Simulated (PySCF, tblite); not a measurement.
# C₅H₈FO₂S radical: geometry, infrared bands and EPR parameters

Aim: predict the infrared bands and EPR parameters of C₅H₈FO₂S radical (`O=S1(=O)[CH]CC[C@@H]1CF`).

The runs use tblite 0.8.0 and PySCF 2.14.0, with density-fitted response routines of our own; the level of theory stands in each step. All values are computed, except where a source is named. Atoms count from 0, in the outputs and in this text.

### 1 Starting geometry

17 atoms, charge 0, multiplicity 2; geometry from: force field or distance geometry start.

Bonds of the start (Å): O0–S1 1.45, S1–O2 1.43, S1–C3 1.73, C3–C4 1.49, C4–C5 1.54, C5–C6 1.53, C6–C7 1.50, C7–F8 1.37, C6–S1 1.78, C3–H9 1.08, C4–H10 1.09, C4–H11 1.10, C5–H12 1.09, C5–H13 1.09, C6–H14 1.10, C7–H15 1.10, C7–H16 1.09.

### 2 Relaxing the molecule with GFN2-xTB

Job settings and geometry (Å):

```
{"job": {"kind": "relax", "xc": "GFN2-xTB", "basis": "xTB"}, "charge": 0, "multiplicity": 2}
O      0.158500     1.022500     2.422900
S      0.200600     1.124900     0.972300
O     -0.148100     2.323900     0.275500
C      1.754600     0.600300     0.419500
C      1.667900    -0.636100    -0.405300
C      0.212800    -0.715100    -0.900100
C     -0.664700    -0.268300     0.270400
C     -2.058500     0.118300    -0.124000
F     -2.692800    -0.998800    -0.601500
H      2.655200     0.999600     0.854200
H      1.919900    -1.512800     0.190600
H      2.356700    -0.588100    -1.256900
H      0.078800    -0.038900    -1.743700
H     -0.031500    -1.726000    -1.236200
H     -0.690200    -1.057400     1.031300
H     -2.642900     0.489900     0.735700
H     -2.083300     0.874200    -0.914600
```

Launch:

```console
$ OMP_NUM_THREADS=1 python probes_run.py task.json out
```

This one command runs all jobs of the session in turn.

**Question.** This job is followed by: GFN2-xTB harmonic vibrations, gas phase; UKS B3LYP, pcH-1 on C F H O S, non-relativistic, mean-field spin-orbit, GIAO. What will the session give for the following? strongest single infrared mode (GFN2-xTB); zero-point energy (GFN2-xTB); g(iso) (B3LYP); ⟨S²⟩; largest a(iso); surface potential, 1st and 99th percentile.

As calculated:

| quantity | value |
| --- | --- |
| strongest single infrared mode (GFN2-xTB) | 1239 cm⁻¹, 399 km/mol |
| zero-point energy (GFN2-xTB) | 78.3 kcal/mol |
| g(iso) (B3LYP) | 2.00238 |
| ⟨S²⟩ | 0.754 (exact 0.75) |
| largest a(iso) | 1H on H10, 152.3 MHz |
| surface potential, 1st and 99th percentile | -1.60 V and 1.46 V |

What this shows: Over 61 steps the energy fell by 0.147 eV; of the close pairs, S1–C6 changed most, 1.784 to 1.837 Å. All 45 modes are real, so the xTB geometry is a minimum. The strongest single mode, at 1239 cm⁻¹, is spread over several atoms, S1, O0, O2 among them. Unscaled tight-binding wavenumbers are off by several per cent, some by more. Its intensities can rank the bands wrongly. Most of the unpaired spin sits on C3 (0.94 e). The isotropic g lies 0.1 ppt above the free-electron value.
